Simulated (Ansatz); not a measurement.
# ClH₃MoN₂O: small, medium and large basis sets

One table from this session's results is given with a row withheld; the runs are named, their logs left out.

Computed with Ansatz 0.2.0, Gaussian basis. Level: one geometry, several basis sets.

The runs, in order: PBE0-D4/def2-SVP; ωB97M-V/def2-SVP; PBE0-D4/def2-QZVPP; ωB97M-V/def2-QZVPP; the functionals' def2-TZVPP values are taken from earlier runs.

## The geometry

An earlier PBE0-D4 in a triple-zeta def2 set relaxation fixed the geometry. Mo takes the def2 core potential; no spin-orbit term is included.

SMILES `[NH]=[Mo](=[NH])([OH])[Cl]`, 8 atoms, charge 0, spin multiplicity 1.

Atoms are counted from 1 here; the program's logs count them from 0.

Bond lengths: N1–Mo2 1.720 Å, N1–H6 1.012 Å, Mo2–N3 1.717 Å, Mo2–O4 1.882 Å, Mo2–Cl5 2.281 Å, N3–H7 1.011 Å, O4–H8 0.961 Å. Angles: Mo2–N1–H6 152.0°, N1–Mo2–N3 110.0°, N1–Mo2–O4 109.1°, N1–Mo2–Cl5 107.8°, N3–Mo2–O4 107.7°, N3–Mo2–Cl5 108.3°, O4–Mo2–Cl5 114.0°, Mo2–N3–H7 154.7°, Mo2–O4–H8 119.3°.

As a file:

```xyz
8
ClH3MoN2O
N    -1.0652    0.8036    0.6623
Mo    0.0700    0.0171   -0.3621
N     1.6393    0.0958    0.3307
O    -0.3962   -1.7997   -0.5170
Cl    0.1086    1.1362   -2.3497
H    -1.3010    1.3603    1.4736
H     2.3263    0.4068    1.0039
H    -1.2896   -2.0771   -0.2975
```

Set-up of the first run:

Contents of in.yaml:

```yaml
crystal:
  periodic: [false, false, false]
  atoms:
    - {symbol: N, position_ang: [-1.065226, 0.803639, 0.662345]}
    - {symbol: Mo, position_ang: [0.069973, 0.017065, -0.362096]}
    - {symbol: N, position_ang: [1.639313, 0.095836, 0.330713]}
    - {symbol: O, position_ang: [-0.396230, -1.799731, -0.517031]}
    - {symbol: Cl, position_ang: [0.108553, 1.136206, -2.349677]}
    - {symbol: H, position_ang: [-1.301047, 1.360273, 1.473575]}
    - {symbol: H, position_ang: [2.326307, 0.406786, 1.003937]}
    - {symbol: H, position_ang: [-1.289643, -2.077074, -0.297466]}
basis:
  gaussian: {orbitals: def2-SVP}
hamiltonian: {xc: pbe0, dispersion: d4}
output: {orbitals: {seedname: orbitals}}
```

Steps of the session up to this table: PBE0-D4 in def2-SVP; ωB97M-V in def2-SVP; PBE0-D4 in def2-QZVPP; ωB97M-V in def2-QZVPP.

One of the session's tables, all rows but one given; the rest of the session is left out.

It belongs to the step «Density functionals: the series». 

```
functional       basis  HOMO (eV)  LUMO (eV)
   PBE0-D4    def2-SVP      -7.99      -1.80
   PBE0-D4  def2-TZVPP          ?          ?
   PBE0-D4  def2-QZVPP      -8.12      -2.01
   ωB97M-V    def2-SVP     -10.16       0.33
   ωB97M-V  def2-TZVPP     -10.30       0.12
   ωB97M-V  def2-QZVPP     -10.33       0.04
```

**Question.** Estimate the row for PBE0-D4, def2-TZVPP.

The run gave: HOMO (eV): -8.09; LUMO (eV): -1.96. In the column «HOMO (eV)» it lies between PBE0-D4, def2-QZVPP (-8.12) and PBE0-D4, def2-SVP (-7.99).
